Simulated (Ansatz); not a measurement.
# GaSb: how the settings move a relaxation

Question: which choices in the input matter for GaSb?

The COD entry's cell or inner coordinates are ideal or old and differ from later refinements, so a difference from it is no clean test against experiment.

Computed with Ansatz 0.2.0 (reference: DFT, PBEsol, PAW with Ansatz's default frozen-core files, scalar-relativistic; relaxation of cell and atoms, unless a step's input says otherwise).

## Step 1: The starting structure

The structure is cubic, space group F-43m (No. 216). Conventional cell: a = 6.118 Å, b = 6.118 Å, c = 6.118 Å, α = 90.00°, β = 90.00°, γ = 90.00°. Around Ga (site symmetry -43m) lie 4 Sb at 2.65 Å. Sb (site symmetry -43m) has 4 Ga at 2.65 Å as nearest neighbours.

Structure file:

```
Ga Sb
1.0
     0.00000    3.05900    3.05900
     3.05900    0.00000    3.05900
     3.05900    3.05900    0.00000
Ga Sb
1 1
Direct
  0.00000 0.00000 0.00000
  0.75000 0.75000 0.75000
```

## Step 2: Baseline

The input, input.yaml:

```yaml
crystal:
  lattice:
    - [0.0, 3.059, 3.059]
    - [3.059, 0.0, 3.059]
    - [3.059, 3.059, 0.0]
  atoms:
    - { symbol: Ga, position: [0.0, 0.0, 0.0] }
    - { symbol: Sb, position: [0.75, 0.75, 0.75] }
kpoints:
  mp_grid: { grid: [10, 10, 10] }
scf:
  occupations: { method: fermi_dirac, width: 0.1 }
hamiltonian:
  xc: pbesol
  pseudopotentials: { kind: paw }
relax:
  f_tol: 0.002
  max_steps: 80
  cell: {}
output:
  forces: true
  stress: true
  write_density: true
  write_potential: true
  elf: true
  volumetric_format: npy
```

Launch:

```bash
> ansatz run input.yaml --threads 1 --pin off --max-ram 3072MiB --backend cpu --events-out ev --progress --plain --runs-dir out
```

## Step 3: Changing settings: mixing.algorithm broyden, mixing.beta 0.05, dispersion d3bj

Changes to input.yaml since step 2:

```diff
@@ -12,2 +12,3 @@
   occupations: { method: fermi_dirac, width: 0.1 }
+  mixing: { algorithm: broyden, beta: 0.05 }
 hamiltonian:
@@ -15,2 +16,3 @@
   pseudopotentials: { kind: paw }
+  dispersion: d3bj
 relax:
@@ -22,5 +24 @@
   stress: true
-  write_density: true
-  write_potential: true
-  elf: true
-  volumetric_format: npy
```

Before running it: what results should come out? Wanted: for each run, ending; energy change; pressure; gap; force.

**Answer**, as computed:

| run | ending | energy change | pressure (GPa) | gap (eV) | force (eV/Å) | cycles | time |
| --- | --- | --- | --- | --- | --- | --- | --- |
| reference | converged | 0 | 0.0 | 0.01 | 0.00 | 15 | 10 s |
| 1: mixing.algorithm broyden, mixing.beta 0.05, dispersion d3bj | converged | -330.5 meV/atom (offset of the dispersion model) | 0.0 | 0.25 | 0.00 | 43 | 20 s |

Times don't compare one to one where runs were asked for different outputs or read a saved state (see the inputs); cycles may leave out searches for a lower state.

**Reading.** Changing the mixing and dispersion term moves the energy by -330.5 meV/atom, and the gap on the mesh goes from 0.01 to 0.25 eV and the final volume goes from 57.02 to 55.14 Å³. The dispersion term adds attraction between atoms. Semilocal functionals close small gaps, so the missing gap need not be the real solid's.
